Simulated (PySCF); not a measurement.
# One shape, several levels: doublet C2H3FSn+

Wanted: a comparison of 6 runs (UHF/3-21G, U-r2SCAN/def2-SVP, UB2PLYP/def2-SVP, UBHLYP/def2-SVP, UM06-2X/def2-SVP, USCS-MP2/def2-SVP) of doublet C2H3FSn+. The job is set up through a Python script.

Program for the calculation: PySCF 2.14.0.

1 further run of the same task is left out (set aside as unsound or not needed).

## 1. Starting point

The species is C2H3FSn+ (7 atoms), meant as a doublet with charge +1. SMILES of the parent species: `C#[C][SnH2][F]`. The coordinates come from a PBE0-D4/def2-TZVP relaxation. That shape belongs to the parent species and isn't relaxed for this state.

Bond lengths: C1–C2 1.206 Å, C2–Sn3 2.069 Å, Sn3–F4 1.920 Å, C1–H5 1.067 Å, Sn3–H6 1.696 Å, Sn3–H7 1.696 Å. Angles: C1–C2–Sn3 178.5°, C2–Sn3–F4 105.1°, C2–C1–H5 179.4°, C2–Sn3–H6 111.6°, C2–Sn3–H7 111.6°, F4–Sn3–H6 105.3°, F4–Sn3–H7 105.3°, H6–Sn3–H7 116.8°.

## 2. The energy at UHF/3-21G (run 1)

geometry.xyz

```xyz
7

C      0.540900    -2.061700     0.309600
C      0.260900    -0.899800     0.149300
Sn    -0.181000     1.107500    -0.090800
F     -1.624000     1.153600    -1.356400
H      0.780800    -3.092100     0.444400
H     -0.810500     1.782100     1.331900
H      1.094200     1.942400    -0.833800
```

calc.py

```python
from pyscf import gto

mol = gto.M(
    atom='geometry.xyz',
    charge=1,
    max_memory=1860,
    spin=1,
    verbose=3,
    basis='3-21g',
)

mf = mol.UHF()
mf.conv_tol = 1e-10
mf.kernel()
if not mf.converged:
    mf = mf.newton().run(mf.mo_coeff, mf.mo_occ)

etot = mf.e_tot
print('E(%s) = %.9f' % ('HF', etot))
```

Started as:

```
$ OMP_NUM_THREADS=1 python calc.py
```

The program printed:

```text
converged SCF energy = -6171.83948763156  <S^2> = 0.75429  2S+1 = 2.0042854
E(HF) = -6171.839487632
```

Wall time 1.2 s (1 thread of Arm Neoverse V2, shared host); peak memory 0.13 GiB.

## 3. A single-point energy at U-r2SCAN/def2-SVP (core potential) (run 2)

job.py

```python
from pyscf import gto, dft

mol = gto.M(
    atom='''
C      1.022153    -3.896048     0.585059
C      0.493030    -1.700376     0.282136
Sn    -0.342040     2.092872    -0.171587
F     -3.068915     2.179988    -2.563225
H      1.475498    -5.843222     0.839794
H     -1.531623     3.367681     2.516926
H      2.067738     3.670604    -1.575654
''',
    ecp={'Sn': 'def2-svp'},
    verbose=3,
    basis='def2-svp',
    unit='bohr',
    charge=1,
    spin=1,
    max_memory=1860,
)

mf = dft.UKS(mol, xc='r2scan')
mf.conv_tol = 1e-10
mf.grids.level = 5
mf.kernel()
if not mf.converged:
    mf = mf.newton().run(mf.mo_coeff, mf.mo_occ)

energy = mf.e_tot
print('Final energy', energy)
```

Started as:

```
$ OMP_NUM_THREADS=1 python job.py
```

The program printed:

```text
converged SCF energy = -391.548289842517  <S^2> = 0.75738073  2S+1 = 2.0073672
Final energy -391.54828984251685
```

Run time: 98 s. Hardware: 1 thread of Arm Neoverse V2, shared host; peak memory 0.49 GiB.

Runs 3 to 5 aren't shown in full; the table further down has their settings and results.

## 4. A single-point energy at USCS-MP2/def2-SVP (core potential) (run 6)

calc.py

```python
from pyscf import gto, scf, mp

mol = gto.M(
    atom='''
C      0.540900    -2.061700     0.309600
C      0.260900    -0.899800     0.149300
Sn    -0.181000     1.107500    -0.090800
F     -1.624000     1.153600    -1.356400
H      0.780800    -3.092100     0.444400
H     -0.810500     1.782100     1.331900
H      1.094200     1.942400    -0.833800
''',
    spin=1,
    verbose=3,
    ecp={'Sn': 'def2-svp'},
    basis='def2-svp',
    max_memory=1860,
    charge=1,
)

mf = scf.UHF(mol)
mf.conv_tol = 1e-10
mf.kernel()
if not mf.converged:
    mf = mf.newton().run(mf.mo_coeff, mf.mo_occ)

pt = mp.MP2(mf, frozen=7).run()
energy = mf.e_tot + 1.2 * pt.e_corr_os + pt.e_corr_ss / 3
print('E = %.10f Eh' % energy)
```

Started as:

```
$ OMP_NUM_THREADS=1 python calc.py
```

The program printed:

```text
converged SCF energy = -389.709845653797  <S^2> = 0.7547136  2S+1 = 2.0047081
E(UMP2) = -390.204713786269  E_corr = -0.49486813247245
E(SCS-UMP2) = -390.196984713245  E_corr = -0.487139059448528
E = -390.1969847132 Eh
```

It took 3 s on 1 thread of Arm Neoverse V2, shared host; peak memory 0.21 GiB.

## 5. The series

| run | level | core potential | integration grid | energy (Eh) | HOMO energy (eV) | LUMO energy (eV) | ⟨S²⟩ | wall time |
| --- | --- | --- | --- | --- | --- | --- | --- | --- |
| 1 | UHF/3-21G | – | – | -6171.839488 | -17.27 | -8.69 | 0.754 | 1.2 s |
| 2 | U-r2SCAN/def2-SVP (core potential) | def2-svp | 5 | -391.548290 | -13.81 | -13.25 | 0.757 | 98 s |
| 3 | UB2PLYP/def2-SVP (core potential) | def2-svp | 5 | -391.115546 | -15.52 | -11.47 | 0.755 | 44 s |
| 4 | UBHLYP/def2-SVP (core potential) | def2-svp | 5 | -391.395251 | -15.60 | -11.91 | 0.755 | 44 s |
| 5 | UM06-2X/def2-SVP (core potential) | def2-svp | 5 | -391.408644 | -15.63 | -12.02 | 0.757 | 89 s |
| 6 | USCS-MP2/def2-SVP (core potential) | def2-svp | – | -390.196985 | -17.48 | -8.31 | 0.755 | 3 s |

## 6. Summary of results

| quantity | value |
| --- | --- |
| run 6: total energy | -390.19698 Eh |
| run 6: HOMO energy (Hartree–Fock orbitals) (highest over α and β) | -17.48 eV |
| run 6: LUMO energy (Hartree–Fock orbitals) (lowest over α and β) | -8.31 eV |
| run 6: correlation energy (7 core orbitals frozen) | -487.1 mEh |
| run 6: ⟨S²⟩ of the reference determinant | 0.755 |

What this shows: Totals of different functionals can't be ranked against each other. Some runs of one species differ in core potentials or relativity; totals across that change don't compare. In run 1 relativity is left out where basis or elements ask for it. All runs together took 4.7 min, the longest 98 s.
